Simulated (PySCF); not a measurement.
# C₃H₇FOSi: electronic excitations and core binding energies

What electronic excitations and core binding energies should C₃H₇FOSi (`O=C[C@@H](F)C[SiH3]`) show?

Programs: PySCF 2.14.0, with density-fitted response routines of our own. Each step states its level of theory. These are calculated values for one molecule in the gas phase, unless marked as measured. Atoms are numbered from 0 throughout.

### Step 1. Starting geometry

13 atoms, charge 0, multiplicity 1; geometry from: GFN2-xTB.

Bonds of the start (Å): O0–C1 1.20, C1–C2 1.50, C2–F3 1.38, C2–C4 1.51, C4–Si5 1.92, C1–H6 1.10, C2–H7 1.10, C4–H8 1.09, C4–H9 1.09, Si5–H10 1.46, Si5–H11 1.47, Si5–H12 1.46.

### Step 2. TDDFT and polarisability: wB97X-D/def2-SVPD

What the job is given:

```
{"job": {"kind": "uv", "xc": "wB97X-D", "basis": "def2-SVPD", "nstates": 8, "ntriplets": 3}, "charge": 0, "multiplicity": 1}
O     -0.554963     1.688709     0.730140
C     -1.384909     0.867636     0.458422
C     -1.042851    -0.564847     0.169443
F     -2.137210    -1.181165    -0.413911
C      0.197967    -0.668804    -0.689966
Si     1.657645     0.326590     0.054042
H     -2.460036     1.108789     0.402848
H     -0.892817    -1.075733     1.132819
H     -0.039693    -0.299005    -1.687508
H      0.460699    -1.720501    -0.795022
H      1.724012     1.684333    -0.467209
H      2.847777    -0.394308    -0.422715
H      1.619991     0.228793     1.510888
```

Method: TDDFT wB97X-D/def2-SVPD, vertical, gas phase, core orbitals frozen in the response.

Started as:

```bash
$ OMP_NUM_THREADS=1 python probes_run.py task.json out
```

This one command runs all jobs of the session in turn.

**Question.** This job is followed by: delta-SCF UKS SCAN, pcX-2 on the ionised atom, pcseg-1 elsewhere, spin-free X2C. Predict these results of the whole session: lowest singlet (wB97X-D/def2-SVPD); brightest single state of those computed; lowest triplet; C1s binding energies, SCAN/pcX-2 (standing for 2 of 3 atoms); O1s binding energies, SCAN/pcX-2; F1s binding energies, SCAN/pcX-2; Si1s binding energies, SCAN/pcX-2; Si2p binding energies, SCAN/pcX-2.

As calculated:

| quantity | value |
| --- | --- |
| lowest singlet (wB97X-D/def2-SVPD) | 4.28 eV (289 nm), f = 0.001 |
| brightest single state of those computed | state 5, 7.94 eV, f = 0.018 |
| lowest triplet | 3.75 eV |
| C1s binding energies, SCAN/pcX-2 (standing for 2 of 3 atoms) | C2 293.56, C4 290.71 eV |
| O1s binding energies, SCAN/pcX-2 | O0 538.88 eV |
| F1s binding energies, SCAN/pcX-2 | F3 692.65 eV |
| Si1s binding energies, SCAN/pcX-2 | Si5 1846.36 eV |
| Si2p binding energies, SCAN/pcX-2 | Si5 106.82 eV |

In words: The first singlet state (HOMO→LUMO 0.89) lies at 4.28 eV and is dark; of the 8 states computed, the strongest absorption comes from state 5 at 7.94 eV. The lowest triplet lies 0.54 eV below the lowest singlet (triplets in Tamm-Dancoff, singlets in full TDDFT). C2 (sp3 CH bonded to F, α to a carbonyl) binds its C1s electron 2.85 eV more tightly than C4 (sp3 CH2 bonded to Si). Only 2 of the 3 C atoms are covered by sound results.
